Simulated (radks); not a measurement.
**Ionising rhenium step by step, Re⁵⁷⁺ to Re⁷⁴⁺**

Wanted: the ionisation ladder of rhenium and its errors against NIST. Each value is a difference of total energies (Δ-SCF).

The numbers are computed with radks (a radial shooting solver on a logarithmic mesh, Libxc functionals) version 1 (Dirac Kohn-Sham, PBE, spin-unpolarised, spherical densities, finite nucleus; open shells fill j = l - 1/2 first), except any that are marked as measured or tabulated.

## Step 1: The system

| Property | Result |
| --- | --- |
| element | rhenium (Z = 75) |
| charges | 57 to 74 |
| first configuration | [Ar] |
| last configuration | 1s1 |

## Step 2: Re⁵⁷⁺, [Ar]

The run's settings:

```text
Z 75
configuration [Ar]
relativity Dirac
functional pbe,pbe
spin unpolarised
j_filling energy
nucleus finite rms 5.3698 fm
c 137.035999084
```

## Step 3: Re⁵⁸⁺, [Ne] 3s2 3p5

Input: that of step 2 with these lines changed.

```diff
@@ -1,3 +1,3 @@
 Z 75
-configuration [Ar]
+configuration [Ne] 3s2 3p5 4s0 3d0
 relativity Dirac
```

## Step 4: Re⁵⁹⁺, [Ne] 3s2 3p4

Input: that of step 3 with these lines changed.

```diff
@@ -1,3 +1,3 @@
 Z 75
-configuration [Ne] 3s2 3p5 4s0 3d0
+configuration [Ne] 3s2 3p4
 relativity Dirac
```

## Step 5: Re⁶⁰⁺, [Ne] 3s2 3p3

Input: that of step 4 with these lines changed.

```diff
@@ -1,3 +1,3 @@
 Z 75
-configuration [Ne] 3s2 3p4
+configuration [Ne] 3s2 3p3
 relativity Dirac
```

## Step 6: Re⁶¹⁺, [Ne] 3s2 3p2

Input: that of step 5 with these lines changed.

```diff
@@ -1,3 +1,3 @@
 Z 75
-configuration [Ne] 3s2 3p3
+configuration [Ne] 3s2 3p2 4s0 3d0
 relativity Dirac
```

## Step 7: Re⁶²⁺, [Ne] 3s2 3p1

Input: that of step 6 with these lines changed.

```diff
@@ -1,3 +1,3 @@
 Z 75
-configuration [Ne] 3s2 3p2 4s0 3d0
+configuration [Ne] 3s2 3p1
 relativity Dirac
```

## Step 8: Re⁶³⁺, [Ne] 3s2

Input: that of step 7 with these lines changed.

```diff
@@ -1,3 +1,3 @@
 Z 75
-configuration [Ne] 3s2 3p1
+configuration [Ne] 3s2
 relativity Dirac
```

## Step 9: Re⁶⁴⁺, [Ne] 3s1

Input: that of step 8 with these lines changed.

```diff
@@ -1,3 +1,3 @@
 Z 75
-configuration [Ne] 3s2
+configuration [Ne] 3s1
 relativity Dirac
```

## Step 10: Re⁶⁵⁺, [Ne]

Input: that of step 9 with these lines changed.

```diff
@@ -1,3 +1,3 @@
 Z 75
-configuration [Ne] 3s1
+configuration [Ne]
 relativity Dirac
```

## Step 11: Re⁶⁶⁺, [He] 2s2 2p5

Input: that of step 10 with these lines changed.

```diff
@@ -1,3 +1,3 @@
 Z 75
-configuration [Ne]
+configuration [He] 2s2 2p5 3s0 3p0
 relativity Dirac
```

## Step 12: Re⁶⁷⁺, [He] 2s2 2p4

Input: that of step 11 with these lines changed.

```diff
@@ -1,3 +1,3 @@
 Z 75
-configuration [He] 2s2 2p5 3s0 3p0
+configuration [He] 2s2 2p4
 relativity Dirac
```

## Step 13: Re⁶⁸⁺, [He] 2s2 2p3

Input: that of step 12 with these lines changed.

```diff
@@ -1,3 +1,3 @@
 Z 75
-configuration [He] 2s2 2p4
+configuration [He] 2s2 2p3
 relativity Dirac
```

## Step 14: Re⁶⁹⁺, [He] 2s2 2p2

Input: that of step 13 with these lines changed.

```diff
@@ -1,3 +1,3 @@
 Z 75
-configuration [He] 2s2 2p3
+configuration [He] 2s2 2p2 3s0 3p0
 relativity Dirac
```

## Step 15: Re⁷⁰⁺, [He] 2s2 2p1

Input: that of step 14 with these lines changed.

```diff
@@ -1,3 +1,3 @@
 Z 75
-configuration [He] 2s2 2p2 3s0 3p0
+configuration [He] 2s2 2p1
 relativity Dirac
```

## Step 16: Re⁷¹⁺, [He] 2s2

Input: that of step 15 with these lines changed.

```diff
@@ -1,3 +1,3 @@
 Z 75
-configuration [He] 2s2 2p1
+configuration [He] 2s2 2p0 3s0
 relativity Dirac
```

## Step 17: Re⁷²⁺, [He] 2s1

Input: that of step 16 with these lines changed.

```diff
@@ -1,3 +1,3 @@
 Z 75
-configuration [He] 2s2 2p0 3s0
+configuration [He] 2s1
 relativity Dirac
```

## Step 18: Re⁷³⁺, [He]

Input: that of step 17 with these lines changed.

```diff
@@ -1,3 +1,3 @@
 Z 75
-configuration [He] 2s1
+configuration [He]
 relativity Dirac
```

## Step 19: Re⁷⁴⁺, 1s1

Input: that of step 18 with these lines changed.

```diff
@@ -1,3 +1,3 @@
 Z 75
-configuration [He]
+configuration 1s1 2s0 2p0
 relativity Dirac
```

Q: Predict the outcome of this session. Wanted: for each run, species; configuration; Δ-SCF; −ε(HOMO); NIST; error.

**Answer**, as computed:

| species | configuration | Δ-SCF (eV) | −ε(HOMO) (eV) | NIST (eV) | error (%) |
| --- | --- | --- | --- | --- | --- |
| Re⁵⁷⁺ | [Ar] | 5929.7 | 5867.0 | 5919 (theory) | +0.2 |
| Re⁵⁸⁺ | [Ne] 3s2 3p5 | 6055.3 | 5992.4 | 6042 (theory) | +0.2 |
| Re⁵⁹⁺ | [Ne] 3s2 3p4 | 6181.3 | 6118.2 | 6176 (theory) | +0.1 |
| Re⁶⁰⁺ | [Ne] 3s2 3p3 | 6307.6 | 6244.4 | 6300 (theory) | +0.1 |
| Re⁶¹⁺ | [Ne] 3s2 3p2 | 6831.6 | 6763.9 | 6810 (theory) | +0.3 |
| Re⁶²⁺ | [Ne] 3s2 3p1 | 6967.0 | 6899.3 | 6952 (theory) | +0.2 |
| Re⁶³⁺ | [Ne] 3s2 | 7257.7 | 7195.3 | 7230 (theory) | +0.4 |
| Re⁶⁴⁺ | [Ne] 3s1 | 7382.6 | 7319.9 | 7366 (theory) | +0.2 |
| Re⁶⁵⁺ | [Ne] | 16109.1 | 15939.5 | 16080 (theory) | +0.2 |
| Re⁶⁶⁺ | [He] 2s2 2p5 | 16449.6 | 16279.1 | 16410 (theory) | +0.2 |
| Re⁶⁷⁺ | [He] 2s2 2p4 | 16791.7 | 16620.4 | 16780 (theory) | +0.1 |
| Re⁶⁸⁺ | [He] 2s2 2p3 | 17134.9 | 16963.2 | 17120 (theory) | +0.1 |
| Re⁶⁹⁺ | [He] 2s2 2p2 | 19072.4 | 18878.3 | 19000 (theory) | +0.4 |
| Re⁷⁰⁺ | [He] 2s2 2p1 | 19460.5 | 19266.5 | 19420 (theory) | +0.2 |
| Re⁷¹⁺ | [He] 2s2 | 20025 | 19870.7 | 19950 (theory) | +0.4 |
| Re⁷²⁺ | [He] 2s1 | 20325 | 20177 | 20297.4 (theory) | +0.1 |
| Re⁷³⁺ | [He] | 81964 | 81318 | 81556.6 (theory) | +0.5 |
| Re⁷⁴⁺ | 1s1 | 83168 | 82599 | 83162.4 (theory) | +0.0 |

Reference values: NIST Atomic Spectra Database (exp. measured, semi-emp. semi-empirical, theory a theoretical value adopted there). Per unit of the charge left behind, the cost jumps most at Re⁷³⁺ ([He]): from 20325 to 81964 eV. There the highest level belongs to another shell. Minus the highest eigenvalue gives 99 to 99 % of the Δ-SCF value along the ladder. Spin polarisation and multiplet splitting are left out, so open shells lie too high by an amount that depends on their filling.
